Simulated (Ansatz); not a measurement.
**ZrH2 (fluorite type): a single-point run**

Wanted: a converged single-point run for ZrH2 (fluorite type), and a check of what comes out. The structure is shown as the input types it.

Method: DFT, r2SCAN, PAW with Ansatz's default frozen-core files, scalar-relativistic, in Ansatz 0.2.0.

**1. The system as given**

It takes space group Fm-3m (No. 225, cubic). Conventional cell: a = 4.800 Å, b = 4.800 Å, c = 4.800 Å, α = 90.00°, β = 90.00°, γ = 90.00°. Zr (site symmetry m-3m) has 8 H at 2.08 Å in its first shell of neighbours. Around H (site symmetry -43m) lie 4 Zr at 2.08 Å.

As a file:

```
CELL_PARAMETERS angstrom
0.00000 2.40002 -2.40002
-2.40002 0.00000 2.40002
4.80003 4.80003 4.80003
ATOMIC_POSITIONS crystal
Zr 0.00000 0.00000 0.00000
Zr 0.33333 0.66667 0.33333
Zr 0.66667 0.33333 0.66667
H 0.00000 0.00000 0.25000
H 0.33333 0.66667 0.58333
H 0.66667 0.33333 0.91667
H 0.33333 0.66667 0.08333
H 0.66667 0.33333 0.41667
H 0.00000 0.00000 0.75000
```

**2. Running it**

input.yaml reads:

```yaml
crystal:
  lattice:
    - [0.0, 2.4000153863, -2.4000153863]
    - [-2.4000153863, 0.0, 2.4000153863]
    - [4.8000307726, 4.8000307726, 4.8000307726]
  atoms:
    - { symbol: Zr, position: [0.0, 0.0, 0.0] }
    - { symbol: Zr, position: [0.333333333, 0.666666667, 0.333333333] }
    - { symbol: Zr, position: [0.666666667, 0.333333333, 0.666666667] }
    - { symbol: H, position: [0.0, 0.0, 0.25] }
    - { symbol: H, position: [0.333333333, 0.666666667, 0.583333333] }
    - { symbol: H, position: [0.666666667, 0.333333333, 0.916666667] }
    - { symbol: H, position: [0.333333333, 0.666666667, 0.083333333] }
    - { symbol: H, position: [0.666666667, 0.333333333, 0.416666667] }
    - { symbol: H, position: [0.0, 0.0, 0.75] }
kpoints:
  mp_grid: { grid: [14, 14, 5] }
scf:
  occupations: { method: fixed }
  max_iter: 60
hamiltonian:
  xc: r2scan
  pseudopotentials: { kind: paw }
output:
  forces: true
  stress: true
  eigenvalues: true
```

On the command line:

```console
$ ansatz run input.yaml --threads 1 --pin off --max-ram 3584MiB --backend cpu --events-out ev --progress --plain --runs-dir out
```

Q: Will this input give a usable result? If not, why, and what should change?

This run ends as converged, with warnings (band overlap at count, metallic iterate, unresolved pair at count). Its log warns: «a fill by count may have filled part of one level: at k-index 2 the highest filled band, 12.974595 eV, and the lowest empty band, 12.974595 eV, stand 3.553e-15 eV apart ...»

The suspect setting: scf.occupations.method is fixed; scf.occupations.width is missing. The risk: fixed occupations where they can't hold. It still converged here, which does not make the setting sound.

To check: set scf.occupations.method to fermi_dirac and scf.occupations.width to 0.1.
